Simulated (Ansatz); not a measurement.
# Ge3PS4: the cost of one run

Computed with Ansatz 0.2.0 (DFT PBE, scalar-relativistic, plane waves, PAW, unless a step's input says otherwise).

## (1) Starting point

Symmetry: P-43m, No. 215, cubic system. Conventional cell: a = 5.622 Å, b = 5.622 Å, c = 5.622 Å, α = 90.00°, β = 90.00°, γ = 90.00°. Around Ge (site symmetry -42m) lie 4 S at 2.39 Å. Around P (site symmetry -43m) lie 4 S at 2.29 Å. S (site symmetry 3m) is surrounded by 1 P at 2.29 Å and 3 Ge at 2.39 Å.

As a file:

```cif
data_structure
_symmetry_space_group_name_H-M 'P 1'
_symmetry_Int_Tables_number 1
_cell_length_a 5.6223
_cell_length_b 5.6223
_cell_length_c 5.6223
_cell_angle_alpha 90.000
_cell_angle_beta 90.000
_cell_angle_gamma 90.000
_cell_volume 177.72
loop_
_atom_site_label
_atom_site_type_symbol
_atom_site_fract_x
_atom_site_fract_y
_atom_site_fract_z
_atom_site_occupancy
Ge1 Ge 0.50000 0.00000 0.00000 1
Ge2 Ge 0.00000 0.50000 0.00000 1
Ge3 Ge 0.00000 0.00000 0.50000 1
P1 P 0.00000 0.00000 0.00000 1
S1 S 0.23500 0.23500 0.23500 1
S2 S 0.23500 0.76500 0.76500 1
S3 S 0.76500 0.76500 0.23500 1
S4 S 0.76500 0.23500 0.76500 1
```

(A quick probe on a coarse mesh, which set the mesh and smearing, is not shown.)

## (3) Rough relaxation on the coarse mesh

The input, input.yaml:

```yaml
crystal:
  lattice:
    - [5.6223188754, 0.0, 0.0]
    - [0.0, 5.6223188754, 0.0]
    - [0.0, 0.0, 5.6223188754]
  atoms:
    - { symbol: Ge, position: [0.5, 0.0, 0.0] }
    - { symbol: Ge, position: [0.0, 0.5, 0.0] }
    - { symbol: Ge, position: [0.0, 0.0, 0.5] }
    - { symbol: P, position: [0.0, 0.0, 0.0] }
    - { symbol: S, position: [0.235, 0.235, 0.235] }
    - { symbol: S, position: [0.235, 0.765, 0.765] }
    - { symbol: S, position: [0.765, 0.765, 0.235] }
    - { symbol: S, position: [0.765, 0.235, 0.765] }
basis:
  ecutwfc: 420
kpoints:
  mp_grid: { grid: [4, 4, 4] }
hamiltonian:
  xc: pbe
scf:
  occupations: { method: gaussian, width: 0.1 }
  lower_state_search: "off"
output:
  forces: true
  stress: true
  eigenvalues: true
relax:
  adjacent_minimum: "off"
  f_tol: 0.04
  max_steps: 70
  cell: { stress_tol: 0.4 }
```

The run is started by

```
$ ansatz run input.yaml --threads 1 --pin off --max-ram 2560MiB --backend cpu --events-out ev --progress --plain --runs-dir out
```

Q: Estimate wall time and peak memory on 1 thread of Arm Neoverse V2, shared host.

About 62 s, with a peak of 0.46 GiB.
